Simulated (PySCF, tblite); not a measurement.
# C4H10O3Si: geometry, infrared bands and NMR shifts

Aim: predict the infrared bands and NMR shifts of C4H10O3Si (`COC(=O)[C@H](C)O[SiH3]`).

Computed with tblite 0.8.0 and PySCF 2.14.0, with density-fitted response routines of our own, on a single molecule in the gas phase. Atoms count from 0, in the outputs and in this text.

**1. Starting geometry**

18 atoms, charge 0, multiplicity 1; geometry from: force field or distance geometry start.

Bonds of the start (Å): C0–O1 1.43, O1–C2 1.35, C2–O3 1.24, C2–C4 1.55, C4–C5 1.52, C4–O6 1.43, O6–Si7 1.66, C0–H8 1.09, C0–H9 1.09, C0–H10 1.09, C4–H11 1.09, C5–H12 1.09, C5–H13 1.10, C5–H14 1.10, Si7–H15 1.49, Si7–H16 1.49, Si7–H17 1.47.

**2. Optimising the geometry with GFN2-xTB**

Job settings and geometry (Å):

```
{"job": {"kind": "relax", "xc": "GFN2-xTB", "basis": "xTB"}, "charge": 0, "multiplicity": 1}
C      2.801700    -0.598500    -0.897200
O      1.713200    -0.468700     0.026500
C      0.517800    -0.215400    -0.540000
O      0.328700    -0.067400    -1.755200
C     -0.581000    -0.089600     0.549500
C     -0.803300    -1.459200     1.177000
O     -1.851500     0.347500     0.062400
Si    -2.087600     1.963000    -0.254300
H      3.711100    -0.813200    -0.333000
H      2.605100    -1.425700    -1.582600
H      2.931900     0.340300    -1.444400
H     -0.218400     0.601100     1.315500
H     -1.149900    -2.181700     0.443700
H      0.123400    -1.849300     1.628400
H     -1.574200    -1.395000     1.956200
H     -2.475400     2.636600     1.016800
H     -3.173200     2.123500    -1.256300
H     -0.827000     2.557800    -0.731300
```

Command:

```bash
OMP_NUM_THREADS=1 python probes_run.py task.json out
```

One launch serves the whole session: the jobs run in the order shown.

**Question.** This job is followed by: GFN2-xTB harmonic vibrations, gas phase; GIAO PBE0/pcSseg-1 NMR shielding, non-relativistic, gas phase. Predict these results of the whole session: strongest single infrared mode (GFN2-xTB); zero-point energy (GFN2-xTB); 13C shifts against TMS (PBE0/pcSseg-1); 1H shifts against TMS (PBE0/pcSseg-1, means over atoms taken as alike); 17O shifts against H2O (PBE0/pcSseg-1); 29Si shifts against TMS (PBE0/pcSseg-1).

**Answer**, as computed:

| quantity | value |
| --- | --- |
| strongest single infrared mode (GFN2-xTB) | 1773 cm⁻¹, 420 km/mol |
| zero-point energy (GFN2-xTB) | 84.2 kcal/mol |
| 13C shifts against TMS (PBE0/pcSseg-1) | 186.3, 70.6, 54.6, 23.9 ppm |
| 1H shifts against TMS (PBE0/pcSseg-1, means over atoms taken as alike) | 5.02, 4.54, 3.99, 1.40 ppm |
| 17O shifts against H2O (PBE0/pcSseg-1) | 413.3, 180.4, 22.9 ppm |
| 29Si shifts against TMS (PBE0/pcSseg-1) | -46.6 ppm |

In words: Relaxing lowered the energy by 0.434 eV in 184 steps; the close pair that moved most is C4–O6, from 1.429 to 1.378 Å. All 48 modes are real, so the xTB geometry is a minimum. The strongest single mode, at 1773 cm⁻¹, moves mainly C2 and O3. GFN2-xTB is a fitted tight-binding method: band positions and strengths are rough. Its intensities can rank the bands wrongly. The most deshielded carbon is C2 (ester carbonyl carbon), at 186.3 ppm: it is a carbonyl in resonance with an O or N lone pair, the region of acids, esters and amides. At PBE0/pcSseg-1: Shielding is most anisotropic at O3 (span 665 ppm, paramagnetic term -483 ppm).
